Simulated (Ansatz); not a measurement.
# P: the cost of one run

Method: DFT LDA, scalar-relativistic, plane waves, PAW, in Ansatz 0.2.0.

### Step 1. The system as given

Symmetry: Imma, No. 74, orthorhombic system. Conventional cell: a = 3.383 Å, b = 5.030 Å, c = 3.718 Å, α = 90.00°, β = 90.00°, γ = 90.00°. P (site symmetry mm2) is surrounded by 4 P at 2.24 to 2.55 Å.

As a file:

```
P
1.0
    -1.69151    2.51517    1.85894
     1.69151   -2.51517    1.85894
     1.69151    2.51517   -1.85894
P
2
Cartesian
  0.0000 3.7727 0.1982
  1.6915 -1.2576 1.6607
```

The structure comes from the Materials Project (structure only).

### Step 2. Functional and cell changed: LDA

Against the listed cell: strain xx, yy, zz, yz, xz, xy = +0.6, +0.6, +0.6, +0.0, +0.0, +0.0 %.

Input file input.yaml:

```yaml
crystal:
  lattice:
    - [-1.7019128299, 2.5306333023, 1.8703766422]
    - [1.7019128299, -2.5306333023, 1.8703766422]
    - [1.7019128299, 2.5306333023, -1.8703766422]
  atoms:
    - { symbol: P, position: [0.80330911, 0.05330911, 0.75] }
    - { symbol: P, position: [0.19669089, 0.94669089, 0.25] }
basis:
  ecutwfc: 420
kpoints:
  mp_grid: { grid: [16, 16, 16] }
hamiltonian:
  xc: lda
scf:
  occupations: { method: gaussian, width: 0.1 }
output:
  forces: true
  stress: true
  eigenvalues: true
```

Command:

```
> ansatz run input.yaml --threads 1 --pin off --max-ram 1331MiB --backend cpu --events-out ev --progress --plain --runs-dir out
```

Q: Estimate wall time and peak memory on 1 thread of an Arm CPU, shared host.

About 14 s, with a peak of 0.44 GiB.
